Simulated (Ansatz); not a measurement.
**C3H7CdCl: up Jacob's ladder to CCSD(T)**

The task here is to estimate one member of a computed series from the others.

The runs use Ansatz 0.2.0, Gaussian basis; functionals in def2-TZVPP, the program's frozen cores in correlated methods.

The runs, in order: LDA (SPW92), PBE-D4, revPBE-D4, BLYP-D4, r2SCAN-D4, B97M-V, PBE0-D4, B3LYP-D4, r2SCANh-D4, r2SCAN0-D4, HSE06-D4, BHLYP-D4, CAM-B3LYP-D4, LC-ωPBE, ωB97X-V, ωB97M-V, B2PLYP, PBE-QIDH; CCSD(T)/def2-SVP; MP2/def2-TZVPP; MP2/def2-QZVPP; RPA on PBE.

## The geometry

An earlier PBE0-D4 in a triple-zeta def2 set relaxation fixed the geometry. Cd takes the def2 core potential; no spin-orbit term is included.

SMILES `C[CH](C)[Cd][Cl]`, 12 atoms, charge 0, spin multiplicity 1.

Atoms are counted from 1 here; the program's logs count them from 0.

Bond lengths: C1–C2 1.521 Å, C1–H6 1.092 Å, C1–H7 1.094 Å, C1–H8 1.098 Å, C2–C3 1.521 Å, C2–Cd4 2.129 Å, C2–H9 1.095 Å, C3–H10 1.092 Å, C3–H11 1.094 Å, C3–H12 1.098 Å, Cd4–Cl5 2.302 Å. Angles: C2–C1–H6 112.7°, C2–C1–H7 112.0°, C2–C1–H8 110.2°, H6–C1–H7 107.6°, H6–C1–H8 107.3°, H7–C1–H8 106.8°, C1–C2–C3 111.7°, C1–C2–Cd4 111.7°, C1–C2–H9 108.8°, C3–C2–Cd4 111.7°, C3–C2–H9 108.8°, Cd4–C2–H9 103.8°, C2–C3–H10 112.7°, C2–C3–H11 112.0°, C2–C3–H12 110.2°, H10–C3–H11 107.6°, H10–C3–H12 107.3°, H11–C3–H12 106.8° and more.

Set-up of the first run:

File in.yaml:

```yaml
crystal:
  periodic: [false, false, false]
  atoms:
    - {symbol: C, position_ang: [-1.262976, -0.485588, 0.436920]}
    - {symbol: C, position_ang: [0.068129, 0.245787, 0.348709]}
    - {symbol: C, position_ang: [1.229074, -0.719182, 0.160058]}
    - {symbol: Cd, position_ang: [0.041710, 1.747421, -1.159821]}
    - {symbol: Cl, position_ang: [0.014214, 3.372624, -2.789438]}
    - {symbol: H, position_ang: [-2.100606, 0.187446, 0.634148]}
    - {symbol: H, position_ang: [-1.489374, -1.036120, -0.480485]}
    - {symbol: H, position_ang: [-1.236752, -1.222336, 1.250951]}
    - {symbol: H, position_ang: [0.223755, 0.808496, 1.274542]}
    - {symbol: H, position_ang: [2.198495, -0.215486, 0.155968]}
    - {symbol: H, position_ang: [1.145091, -1.283433, -0.772965]}
    - {symbol: H, position_ang: [1.246140, -1.454729, 0.975413]}
basis:
  gaussian: {orbitals: def2-TZVPP}
hamiltonian: {xc: lda}
output: {orbitals: {seedname: orbitals}}
```

On the command line:

```bash
$ ansatz run in.yaml --threads 4 --pin off --events-out ev --progress --plain --max-ram 11315MiB
```

Among the steps run: LDA; PBE-D4 (GGA); revPBE-D4 (GGA); BLYP-D4 (GGA); r2SCAN-D4 (meta-GGA); B97M-V (meta-GGA); PBE0-D4 (hybrid); B3LYP-D4 (hybrid); r2SCANh-D4 (hybrid); r2SCAN0-D4 (hybrid); HSE06-D4 (hybrid); BHLYP-D4 (hybrid); CAM-B3LYP-D4 (range-separated); LC-ωPBE (range-separated); ωB97X-V (range-separated); ωB97M-V (range-separated); B2PLYP (double hybrid); PBE-QIDH (double hybrid).

One table of the session follows, with a row left open; its other results are not shown here.

It belongs to the step «Orbital energies across the functionals». 

| functional | HOMO (eV) | gap (eV) |
| --- | --- | --- |
| LDA (SPW92) | -6.54 | 4.62 |
| PBE-D4 | -6.33 | 4.66 |
| revPBE-D4 | -6.25 | 4.69 |
| BLYP-D4 | -6.22 | 4.59 |
| r2SCAN-D4 | ? | ? |
| B97M-V | -6.48 | 4.86 |
| PBE0-D4 | -7.33 | 6.48 |
| B3LYP-D4 | -7.18 | 6.03 |
| r2SCANh-D4 | -6.88 | 5.75 |
| r2SCAN0-D4 | -7.46 | 6.76 |
| HSE06-D4 | -6.94 | 5.72 |
| BHLYP-D4 | -8.26 | 8.14 |
| CAM-B3LYP-D4 | -8.60 | 8.61 |
| LC-ωPBE | -9.83 | 11.06 |
| ωB97X-V | -9.51 | 10.54 |
| ωB97M-V | -9.40 | 10.16 |

**Question.** Estimate the row for r2SCAN-D4.

Worked estimate for «HOMO (eV)». Against the share of exact exchange, r2SCANh-D4 (0.1, -6.88), r2SCAN0-D4 (0.25, -7.46) give a slope of -3.87 per unit share; at 0 the line stands at -6.49.

The run gave: HOMO (eV): -6.50; gap (eV): 5.08. In «HOMO (eV)» the line misses by +0.01.
